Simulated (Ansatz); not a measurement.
# C₆H₁₀O₂: basis-set convergence

Aim: see how fast density functionals converge with the basis set for C₆H₁₀O₂.

The runs use Ansatz 0.2.0, Gaussian basis; one geometry, several basis sets.

Plan: PBE0-D4/def2-SVP; ωB97M-V/def2-SVP; PBE0-D4/def2-QZVPP; ωB97M-V/def2-QZVPP; the functionals' def2-TZVPP values are taken from earlier runs.

### 1 Structure used throughout

The geometry comes from an earlier relaxation with PBE0-D4 in a triple-zeta def2 set; it is a stationary point, not always the lowest conformer.

18 atoms, charge 0, spin multiplicity 1.

Atoms are counted from 1 here; the program's logs count them from 0.

Bond lengths: C1–C2 1.513 Å, C1–H9 1.091 Å, C1–H10 1.091 Å, C1–H11 1.091 Å, C2–C3 1.503 Å, C2–H12 1.098 Å, C2–H13 1.097 Å, C3–O4 1.205 Å, C3–C5 1.523 Å, C5–C6 1.523 Å, C5–H14 1.090 Å, C5–H15 1.090 Å, C6–C7 1.498 Å, C6–O8 1.205 Å, C7–H16 1.094 Å, C7–H17 1.094 Å, C7–H18 1.088 Å. Angles: C2–C1–H9 110.9°, C2–C1–H10 110.7°, C2–C1–H11 111.0°, H9–C1–H10 108.3°, H9–C1–H11 107.3°, H10–C1–H11 108.5°, C1–C2–C3 114.0°, C1–C2–H12 111.5°, C1–C2–H13 112.3°, C3–C2–H12 106.8°, C3–C2–H13 107.0°, H12–C2–H13 104.7°, C2–C3–O4 123.5°, C2–C3–C5 115.7°, O4–C3–C5 120.8°, C3–C5–C6 107.0°, C3–C5–H14 108.2°, C3–C5–H15 111.0° and more.

As a file:

```xyz
18
charge 0, multiplicity 1
C    -1.97731    1.95654    0.21703
C    -1.04818    0.96425    0.88030
C    -0.73894   -0.24054    0.03702
O    -1.25572   -0.45537   -1.03037
C     0.33218   -1.17320    0.58633
C     1.66202   -0.71974   -0.00099
C     2.03129   -1.31867   -1.32345
O     2.33466    0.10475    0.56416
H    -1.54033    2.34363   -0.70483
H    -2.17909    2.79867    0.88104
H    -2.92643    1.48768   -0.04618
H    -1.46477    0.59103    1.82503
H    -0.08738    1.41499    1.15948
H     0.09362   -2.18942    0.27178
H     0.39557   -1.10005    1.67183
H     2.24541   -2.38357   -1.19024
H     1.18150   -1.25157   -2.00869
H     2.90441   -0.81808   -1.73735
```

### 2 PBE0-D4 in def2-SVP

Input file in.yaml:

```yaml
crystal:
  periodic: [false, false, false]
  atoms:
    - {symbol: C, position_ang: [-1.977314, 1.956538, 0.217033]}
    - {symbol: C, position_ang: [-1.048176, 0.964246, 0.880297]}
    - {symbol: C, position_ang: [-0.738940, -0.240543, 0.037021]}
    - {symbol: O, position_ang: [-1.255717, -0.455369, -1.030371]}
    - {symbol: C, position_ang: [0.332176, -1.173202, 0.586327]}
    - {symbol: C, position_ang: [1.662022, -0.719735, -0.000989]}
    - {symbol: C, position_ang: [2.031287, -1.318669, -1.323452]}
    - {symbol: O, position_ang: [2.334659, 0.104751, 0.564158]}
    - {symbol: H, position_ang: [-1.540330, 2.343630, -0.704828]}
    - {symbol: H, position_ang: [-2.179094, 2.798674, 0.881036]}
    - {symbol: H, position_ang: [-2.926432, 1.487676, -0.046177]}
    - {symbol: H, position_ang: [-1.464768, 0.591025, 1.825026]}
    - {symbol: H, position_ang: [-0.087377, 1.414986, 1.159483]}
    - {symbol: H, position_ang: [0.093616, -2.189424, 0.271779]}
    - {symbol: H, position_ang: [0.395572, -1.100051, 1.671832]}
    - {symbol: H, position_ang: [2.245407, -2.383573, -1.190240]}
    - {symbol: H, position_ang: [1.181501, -1.251572, -2.008686]}
    - {symbol: H, position_ang: [2.904408, -0.818084, -1.737350]}
basis:
  gaussian: {orbitals: def2-SVP}
hamiltonian: {xc: pbe0, dispersion: d4}
output: {orbitals: {seedname: orbitals}}
```

Command:

```console
$ ansatz run in.yaml --threads 2 --pin off --events-out ev --progress --plain --max-ram 32768MiB --backend cpu
```

Further steps of the session: ωB97M-V in def2-SVP; PBE0-D4 in def2-QZVPP; ωB97M-V in def2-QZVPP.

Q: Predict the results of all the runs planned. Wanted: PBE0-D4: double and triple zeta above quadruple; ωB97M-V: double and triple zeta above quadruple.

As calculated:

| quantity | value |
| --- | --- |
| PBE0-D4: double and triple zeta above quadruple | 12.27, 0.57 eV |
| ωB97M-V: double and triple zeta above quadruple | 12.77, 0.55 eV |

In words: For PBE0-D4 the step from double to triple zeta gains 11.70 eV and the next only 0.57 eV. Total energies overstate the basis error of differences, where much of it tends to cancel.
